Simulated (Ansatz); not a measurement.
# U-wB97X/def2-TZVP run of BCl2 (SMILES Cl[B]Cl)

What is the electronic atomisation energy of BCl2 at U-wB97X/def2-TZVP? 

Program for the calculation: Ansatz 0.2.0.

40 further runs of the same task are left out: 40 set aside as unsound or not needed.

**1. Starting point**

BCl2 has 3 atoms, charge 0, and is taken as a doublet. SMILES: `Cl[B]Cl`. Geometry: relaxed at PBE0-D4/def2-TZVP.

Bond lengths: Cl1–B2 1.720 Å, B2–Cl3 1.720 Å. Angles: Cl1–B2–Cl3 125.4°.

**2. A single-point energy at U-wB97X/def2-TZVP**

run.yaml

```yaml
crystal:
  periodic: [false, false, false]
  atoms:
    - {symbol: Cl, position_ang: [0.371500, -1.525600, 0.030000]}
    - {symbol: B, position_ang: [-0.463900, -0.050300, -0.256900]}
    - {symbol: Cl, position_ang: [0.081500, 1.511100, 0.213700]}
basis:
  gaussian:
    orbitals: def2-TZVP
accuracy: high
total_charge: 0
output: {orbitals: {seedname: orbitals}}
hamiltonian:
  xc: {name: wB97X}
magnetization:
  spin_polarized: true
  initial_magnetization: 1
```

On the command line:

```bash
$ ansatz run run.yaml --threads 1 --pin off --max-ram 3480MiB --events-out events.jsonl --progress --plain --runs-dir runs
```

Standard output:

```text
Warning: RAYON_NUM_THREADS=1 ignored (pool sized by the plan → 1); use --threads N
Functional definition: wB97X
  name "wB97X"
  parameter omega = 0.3/bohr
  parameter cx = 0.157706
  parameter cx1 = 0.726479
  parameter cx2 = 1.04760
  parameter cx3 = -5.70635
  parameter cx4 = 13.2794
  parameter css1 = -4.33879
  parameter css2 = 18.2308
  parameter css3 = -31.7430
  parameter css4 = 17.2901
  parameter cos1 = 2.37031
  parameter cos2 = -11.3995
  parameter cos3 = 6.58405
  parameter cos4 = -3.78132
  exchange = spin_sum(e_x_unif_sr(omega)*poly(b97_u_x, 1 - cx, cx1, cx2, cx3, cx4)) + cx*exact_x_sr(omega)
      + exact_x_lr(omega)
  correlation = spin_sum(e_c_pw_same_spin*poly(b97_u_same, 1, css1, css2, css3, css4))
      + integral(e_c_pw_opposite_spin*poly(b97_u_opposite, 1, cos1, cos2, cos3, cos4))
1585 factors; integrals over basis functions are off by at most 3.6e-9 eV
297 factors; integrals over basis functions are off by at most 1.5e-9 eV
mean field evaluation 1: about -25721.3888 eV, gradient 8.9e0 eV
mean field evaluation 2: about -25721.8877 eV, gradient 6.3e0 eV
mean field evaluation 4: about -25722.1108 eV, gradient 5.7e-1 eV
mean field evaluation 8: about -25722.1942 eV, gradient 7.2e-2 eV
mean field evaluation 16: about -25722.1943 eV, gradient 1.7e-4 eV
mean field -25722.19433873 eV, -945.2732068188 hartree, gradient 3.1e-8 eV, S^2 0.753211; 0 other end points of the search recorded, 0 dependent functions left out
reference -25722.19433704 eV, -945.2732067565 hartree; 20, 19 occupied and 85, 86 virtual orbitals, 1585 factors
Total energy: -25722.19433704 eV, -945.2732067565 hartree
```

Run time: 38 s. Hardware: 1 thread of Arm Neoverse V1, shared host; peak memory 0.63 GiB.

**3. The B atom at the same level**

job.yaml

```yaml
crystal:
  periodic: [false, false, false]
  atoms:
    - {symbol: B, position_ang: [0.000000, 0.000000, 0.000000]}
basis:
  gaussian:
    orbitals: def2-TZVP
total_charge: 0
magnetization:
  spin_polarized: true
  initial_magnetization: 1
hamiltonian:
  xc: {name: wB97X}
accuracy: high
```

Run the same way, it converges to -24.65154 Eh (log not shown).

**4. The Cl atom**

in.yaml

```yaml
crystal:
  periodic: [false, false, false]
  atoms:
    - {symbol: Cl, position_ang: [0.000000, 0.000000, 0.000000]}
basis:
  gaussian:
    orbitals: def2-TZVP
accuracy: high
hamiltonian:
  xc: {name: wB97X}
magnetization:
  spin_polarized: true
  initial_magnetization: 1
```

Run the same way, it converges to -460.14676 Eh (log not shown).

**5. Summary of results**

Level: U-wB97X/def2-TZVP.

```
                                    quantity          value
                      molecule: total energy  -945.27321 Eh
molecule: HOMO energy (highest over α and β)       -8.69 eV
 molecule: LUMO energy (lowest over α and β)       -0.53 eV
                              molecule: ⟨S²⟩          0.753
                        B atom: total energy   -24.65154 Eh
                                B atom: ⟨S²⟩          0.754
                       Cl atom: total energy  -460.14676 Eh
                               Cl atom: ⟨S²⟩          0.753
               electronic atomisation energy       8.929 eV
```

What this shows: Taking the molecule apart into free atoms costs 8.93 eV (206 kcal/mol), before zero-point energy and without spin-orbit coupling.
